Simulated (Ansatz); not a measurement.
# Bi2Se3 (Paraguanajuatite): the cost of one run

Computed with Ansatz 0.2.0 (DFT PBE, scalar-relativistic, plane waves, PAW, unless a step's input says otherwise).

### 1 Starting point

Symmetry: R-3m, No. 166, trigonal system. The conventional cell has a = 4.143 Å, b = 4.143 Å, c = 28.636 Å, α = 90.00°, β = 90.00°, γ = 120.00°. Bi (site symmetry 3m) is surrounded by 6 Se at 2.85 to 3.07 Å. Around Se (site symmetry -3m) lie 6 Bi at 3.07 Å. Se (site symmetry 3m) is surrounded by 3 Bi at 2.85 Å.

Structure file:

```
Bi Se
1.0
     2.07150    1.19598    9.54533
    -2.07150    1.19598    9.54533
     0.00000   -2.39196    9.54533
Bi Se
2 3
Cartesian
  0.0000 0.0000 11.4773
  0.0000 0.0000 17.1587
  0.0000 0.0000 0.0000
  0.0000 0.0000 6.0622
  0.0000 0.0000 22.5738
```

### 2 First run, at the start cell

input.yaml

```yaml
crystal:
  lattice:
    - [2.0715, 1.1959810826, 9.5453333333]
    - [-2.0715, 1.1959810826, 9.5453333333]
    - [0.0, -2.3919621653, 9.5453333333]
  atoms:
    - { symbol: Bi, position: [0.4008, 0.4008, 0.4008] }
    - { symbol: Bi, position: [0.5992, 0.5992, 0.5992] }
    - { symbol: Se, position: [0.0, 0.0, 0.0] }
    - { symbol: Se, position: [0.2117, 0.2117, 0.2117] }
    - { symbol: Se, position: [0.7883, 0.7883, 0.7883] }
basis:
  ecutwfc: 420
  ecutrho_ratio: 4
kpoints:
  mp_grid: { grid: [8, 8, 8] }
hamiltonian:
  xc: pbe
scf:
  occupations: { method: gaussian, width: 0.05 }
output:
  forces: true
  stress: true
  eigenvalues: true
relax:
  f_tol: 0.01
  max_steps: 60
  cell: { stress_tol: 0.04 }
```

The run is started by

```console
> ansatz run input.yaml --threads 1 --pin off --max-ram 2560MiB --backend cpu --events-out ev --progress --plain --runs-dir out
```

What time and memory should one allow on 1 thread of Intel Xeon 6975P-C (Granite Rapids), shared host?

About 2.5 min, with a peak of 0.7 GiB.
